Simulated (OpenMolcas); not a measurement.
# TiH4O4 (SMILES O[Ti](O)(O)O): levels of theory compared

Aim: a comparison of 6 runs (BLYP/def2-SVP, M06-2X/def2-SVP, PBE0/def2-SVP, TPSS/def2-SVP, r2SCAN/def2-SVP, MP2/def2-SVP) of TiH4O4. 

Program for the calculation: OpenMolcas 26.06.

2 further runs of the same task are left out: 1 that didn't finish, 1 set aside as unsound or not needed.

### Step 1. The molecule

TiH4O4: 9 atoms, total charge 0, spin state singlet. SMILES: `O[Ti](O)(O)O`. The coordinates come from a PBE0-D4/def2-TZVP relaxation. This is one conformer, not always the lowest.

Bond lengths: O1–Ti2 1.801 Å, Ti2–O3 1.801 Å, Ti2–O4 1.801 Å, Ti2–O5 1.801 Å, O1–H6 0.958 Å, O3–H7 0.958 Å, O4–H8 0.958 Å, O5–H9 0.958 Å. Angles: O1–Ti2–O3 108.5°, O1–Ti2–O4 109.9°, O1–Ti2–O5 110.0°, O3–Ti2–O4 110.0°, O3–Ti2–O5 109.9°, O4–Ti2–O5 108.5°, Ti2–O1–H6 129.5°, Ti2–O3–H7 129.5°, Ti2–O4–H8 129.5°, Ti2–O5–H9 129.6°.

### Step 2. Energy and gradient at BLYP/def2-SVP (run 1)

Input file calc.input:

```
&gateway
baslib=$CurrDir
coord
9
angstrom
O       -0.125250       1.268390      -1.272730
Ti       0.000070       0.000090      -0.000050
O        1.651710      -0.715310      -0.066120
O       -1.235630      -1.279200      -0.283830
O       -0.290490       0.726280       1.622320
H       -0.813470       1.413950      -1.922910
H        2.270980      -0.885970       0.644480
H       -1.123140      -2.176250      -0.600550
H       -0.334770       1.648010       1.879390
basis=def2-SVP
group=NoSym
&seward
gridinput
Grid=UltraFine
End of Grid
&scf
ksdft=BLYP
thresholds=1e-10 1e-07 1e-07 1e-05
prorbitals=1 2
&alaska
```

The basis set def2-SVP is read from a file made from the Basis Set Exchange's data (not shown).

Run with:

```sh
export MOLCAS_MEM=1860
pymolcas calc.input > calc.log
```

What it wrote:

```text
--- Start Module: gateway ---
[...]
--- Stop Module: gateway /rc=_RC_ALL_IS_WELL_ ---
[...]
      Basis functions          107
[...]
--- Start Module: scf ---
[...]
       Convergence after  16 Iterations
[...]
::    Total KS-DFT energy                           -1152.6360437422
[...]
      Total spin, S                                     0.0000000000
[...]
      Total electronic charge=   58.000000
      Total            charge=   -0.000000
[...]
      Dipole Moment (debye):
      Origin of the operator (angstrom)=    0.0001    0.0001   -0.0001
                   X= -1.3000E-03               Y= -6.4680E-05               Z=  1.4721E-03           Total=  1.9650E-03
      Quadrupole Moment (debye*angstrom):
[...]
--- Stop Module: scf /rc=_RC_ALL_IS_WELL_ ---
[...]
--- Start Module: alaska ---
[...]
 *              Molecular gradients               *
 **************************************************
  Irreducible representation: a
 ------------------------------------------------------------------------------------------
                              X                       Y                       Z
 ------------------------------------------------------------------------------------------
  O1               -1.17223981412944E-02   -3.97099885871910E-03   -4.55879939883452E-03
  TI2               4.30842881072387E-07    3.75383711875626E-06    1.00261316165711E-05
  O3                2.07806181611048E-03    4.71925322917954E-04    1.30170382757520E-02
  O4                8.53339634535644E-03   -8.96718624614223E-03   -4.41701109258763E-03
  O5                1.09831572746799E-03    1.24660111932529E-02   -4.03842691117262E-03
  H6                1.19758962655547E-02   -2.35432717879425E-03    1.10068219198292E-02
  H7               -1.04275416148631E-02    2.91894602701315E-03   -1.23660683142139E-02
  H8               -2.16102047530009E-03    1.52725101515667E-02    5.51793022699254E-03
[...]
--- Stop Module: alaska /rc=_RC_ALL_IS_WELL_ ---
[...]
```

It took 70 s on 1 thread of Intel Xeon Platinum 8259CL at 2.50GHz (Skylake/Cascade Lake), shared host; peak memory 0.62 GiB.

### Step 3. Energy and forces at M06-2X/def2-SVP (run 2)

Input file calc.input:

```
>>> EXPORT MOLCAS_PRINT=2

&GATEWAY
  BASLIB = $CurrDir
  COORD
  9
  bohr
  O     -0.23668820     2.39690972    -2.40511113
  Ti     0.00013228     0.00017008    -0.00009449
  O      3.12127954    -1.35173999    -0.12494869
  O     -2.33500229    -2.41733766    -0.53636097
  O     -0.54894654     1.37247029     3.06574049
  H     -1.53723551     2.67197825    -3.63377326
  H      4.29153023    -1.67424065     1.21789069
  H     -2.12242700    -4.11251648    -1.13487502
  H     -0.63262361     3.11428755     3.55153238
  BASIS = def2-SVP
  GROUP = NoSym

&SEWARD
  GRIDINPUT
  Grid=UltraFine
  End of Grid

&SCF
  KSDFT = M062X
  THRESHOLDS = 1e-10 1e-07 1e-07 1e-05
  PRORBITALS = 1

&ALASKA
```

The basis set def2-SVP is read from a file made from the Basis Set Exchange's data (not shown).

Run with:

```sh
export MOLCAS_MEM=1860
pymolcas calc.input > calc.log
```

What it wrote:

```text
--- Start Module: gateway ---
[...]
--- Stop Module: gateway /rc=_RC_ALL_IS_WELL_ ---
[...]
      Basis functions          107
[...]
--- Start Module: scf ---
[...]
       Convergence after  14 Iterations
[...]
::    Total KS-DFT energy                           -1152.4637477512
[...]
      Total spin, S                                     0.0000000000
[...]
      Total electronic charge=   58.000000
      Total            charge=   -0.000000
[...]
      Dipole Moment (debye):
      Origin of the operator (angstrom)=    0.0001    0.0001   -0.0001
                   X= -1.4062E-03               Y= -3.9042E-05               Z=  1.6075E-03           Total=  2.1361E-03
      Quadrupole Moment (debye*angstrom):
[...]
--- Stop Module: scf /rc=_RC_ALL_IS_WELL_ ---
[...]
--- Start Module: alaska ---
[...]
 *              Molecular gradients               *
 **************************************************
  Irreducible representation: a
 ------------------------------------------------------------------------------------------
                              X                       Y                       Z
 ------------------------------------------------------------------------------------------
  O1               -3.91177692112565E-03    8.22796712073526E-03   -1.06877930129290E-02
  TI2              -1.81781987725852E-07    4.34012921396725E-06    1.31066697126713E-05
  O3                1.27979132048743E-02   -5.01270795610154E-03    2.89216405065851E-03
  O4               -6.88007215040543E-03   -1.17956068523224E-02   -3.08839420213403E-03
  O5               -2.00799008593355E-03    8.58354648170323E-03    1.08736320099574E-02
  H6                3.10939694965917E-03   -5.65050184087923E-04    2.93669521786200E-03
  H7               -2.76495031556312E-03    6.92370300009015E-04   -3.24085876223190E-03
  H8               -5.79473290974297E-04    3.99359691753443E-03    1.36167957167332E-03
[...]
--- Stop Module: alaska /rc=_RC_ALL_IS_WELL_ ---
[...]
```

Run time: 73 s. Hardware: 1 thread of Intel Xeon Platinum 8259CL at 2.50GHz (Skylake/Cascade Lake), shared host; peak memory 0.62 GiB.

Run 3 isn't shown in full; the table further down has it.

### Step 4. Energy and gradient at TPSS/def2-SVP (run 4)

Input file geom.xyz:

```xyz
9

O     -0.125250     1.268390    -1.272730
Ti     0.000070     0.000090    -0.000050
O      1.651710    -0.715310    -0.066120
O     -1.235630    -1.279200    -0.283830
O     -0.290490     0.726280     1.622320
H     -0.813470     1.413950    -1.922910
H      2.270980    -0.885970     0.644480
H     -1.123140    -2.176250    -0.600550
H     -0.334770     1.648010     1.879390
```

Input file calc.inp:

```
&GATEWAY
 BasLib=$CurrDir
 Coord=geom.xyz
 Basis=def2-SVP
 Group=NoSym

&SEWARD
 GridInput
 Grid=UltraFine
 End of Grid

&SCF
 KSDFT=2
 1.0 MGGA_X_TPSS
 1.0 MGGA_C_TPSS
 Thresholds=1e-10 1e-07 1e-07 1e-05
 PrOrbitals=0

&ALASKA
```

The basis set def2-SVP is read from a file made from the Basis Set Exchange's data (not shown).

Run with:

```sh
export MOLCAS_MEM=1860
pymolcas calc.inp > calc.log
```

What it wrote:

```text
--- Start Module: gateway ---
[...]
--- Stop Module: gateway /rc=_RC_ALL_IS_WELL_ ---
[...]
      Basis functions          107
[...]
--- Start Module: scf ---
[...]
       Convergence after  16 Iterations
[...]
::    Total KS-DFT energy                           -1152.7197894246
[...]
      Total spin, S                                     0.0000000000
[...]
      Total electronic charge=   58.000000
      Total            charge=   -0.000000
[...]
      Dipole Moment (debye):
      Origin of the operator (angstrom)=    0.0001    0.0001   -0.0001
                   X= -1.3254E-03               Y= -5.3566E-05               Z=  1.5036E-03           Total=  2.0051E-03
      Quadrupole Moment (debye*angstrom):
[...]
--- Stop Module: scf /rc=_RC_ALL_IS_WELL_ ---
[...]
--- Start Module: alaska ---
[...]
 *              Molecular gradients               *
 **************************************************
  Irreducible representation: a
 ------------------------------------------------------------------------------------------
                              X                       Y                       Z
 ------------------------------------------------------------------------------------------
  O1               -1.01312544394796E-02   -6.17028729443803E-05   -7.18162252937660E-03
  TI2               7.76487867844777E-07    2.93512178303496E-06    9.21079548021778E-06
  O3                6.07296456506745E-03   -1.41258974203939E-03    1.07405044314408E-02
  O4                3.94299598087500E-03   -1.08691176073741E-02   -4.38508094117207E-03
  O5                1.04327814050897E-04    1.23445621569651E-02    8.28228458200186E-04
  H6                1.01040715031271E-02   -1.96332444178160E-03    9.24725679647054E-03
  H7               -8.75311738548135E-03    2.45599639209404E-03   -1.04336582193501E-02
  H8               -1.84931910946981E-03    1.28404901542529E-02    4.65561330304176E-03
[...]
--- Stop Module: alaska /rc=_RC_ALL_IS_WELL_ ---
[...]
```

Run time: 90 s. Hardware: 1 thread of Intel Xeon Platinum 8259CL at 2.50GHz (Skylake/Cascade Lake), shared host; peak memory 0.62 GiB.

Run 5 isn't shown in full; the table further down has it.

### Step 5. A single-point energy at MP2/def2-SVP (run 6)

Input file mol.input:

```
>>> EXPORT MOLCAS_PRINT=2

&GATEWAY
  BasLib=$CurrDir
  Coord
  9
  angstrom
  O       -0.125250       1.268390      -1.272730
  Ti       0.000070       0.000090      -0.000050
  O        1.651710      -0.715310      -0.066120
  O       -1.235630      -1.279200      -0.283830
  O       -0.290490       0.726280       1.622320
  H       -0.813470       1.413950      -1.922910
  H        2.270980      -0.885970       0.644480
  H       -1.123140      -2.176250      -0.600550
  H       -0.334770       1.648010       1.879390
  Basis=def2-SVP
  Group=NoSym

&SEWARD

&SCF
  Thresholds=1e-10 1e-07 1e-07 1e-05
  PrOrbitals=1

&MBPT2
  Frozen=9
```

The basis set def2-SVP is read from a file made from the Basis Set Exchange's data (not shown).

Run with:

```sh
export MOLCAS_MEM=1860
pymolcas mol.input > mol.log
```

What it wrote:

```text
--- Start Module: gateway ---
[...]
--- Stop Module: gateway /rc=_RC_ALL_IS_WELL_ ---
[...]
      Basis functions          107
[...]
--- Start Module: scf ---
[...]
       Convergence after  13 Iterations
[...]
::    Total SCF energy                              -1150.0232511772
[...]
      Total spin, S                                     0.0000000000
[...]
      Total electronic charge=   58.000000
      Total            charge=   -0.000000
[...]
      Dipole Moment (debye):
      Origin of the operator (angstrom)=    0.0001    0.0001   -0.0001
                   X= -1.5342E-03               Y=  1.2477E-05               Z=  1.7794E-03           Total=  2.3495E-03
      Quadrupole Moment (debye*angstrom):
[...]
--- Stop Module: scf /rc=_RC_ALL_IS_WELL_ ---
[...]
--- Start Module: mbpt2 ---
[...]
WARNING!
Default frozen orbitals as non valence orbitals is overwritten by user input.
Default values:  10
[...]
       Reference weight ( Cref**2 )         =        0.76377
::    Total MBPT2 energy                            -1151.0970775158
[...]
      Total MBPT2 calculations                           0.92      1.09
--- Stop Module: mbpt2 /rc=_RC_ALL_IS_WELL_ ---
[...]
```

It took 22 s on 1 thread of Intel Xeon Platinum 8259CL at 2.50GHz (Skylake/Cascade Lake), shared host; peak memory 0.62 GiB.

### Step 6. Overview of the runs

| run | level | task | integration grid | energy (Eh) | dipole moment (D) of the reference | HOMO energy (eV) | LUMO energy (eV) | wall time |
| --- | --- | --- | --- | --- | --- | --- | --- | --- |
| 1 | BLYP/def2-SVP | gradient | UltraFine | -1152.636044 | 0.00 | -6.58 | -1.53 | 70 s |
| 2 | M06-2X/def2-SVP | gradient | UltraFine | -1152.463748 | 0.00 | -10.32 | 0.04 | 73 s |
| 3 | PBE0/def2-SVP | gradient | UltraFine | -1152.116495 | 0.00 | -8.58 | -0.87 | 60 s |
| 4 | TPSS/def2-SVP | gradient | UltraFine | -1152.719789 | 0.00 | -6.88 | -1.65 | 90 s |
| 5 | r2SCAN/def2-SVP | gradient | UltraFine | -1152.484451 | 0.00 | -7.24 | -1.71 | 80 s |
| 6 | MP2/def2-SVP | energy | – | -1151.097078 | 0.00 | -13.20 | 1.65 | 22 s |

### Step 7. Results

| quantity | value |
| --- | --- |
| run 6: total energy | -1151.09708 Eh |
| run 6: dipole moment (mean-field density) | 0.00 D |
| run 6: HOMO energy (Hartree–Fock orbitals) | -13.20 eV |
| run 6: LUMO energy (Hartree–Fock orbitals) | 1.65 eV |
| run 6: HOMO–LUMO gap (Hartree–Fock orbitals) | 14.85 eV |
| run 6: correlation energy (9 core orbitals frozen) | -1073.8 mEh |

In words: Over runs 1, 2, 3, 4, 5 the HOMO–LUMO gap runs from 5.05 eV (BLYP/def2-SVP) to 10.36 eV (M06-2X/def2-SVP). Totals of different functionals can't be ranked against each other. All runs together took 6.6 min, the longest 90 s.
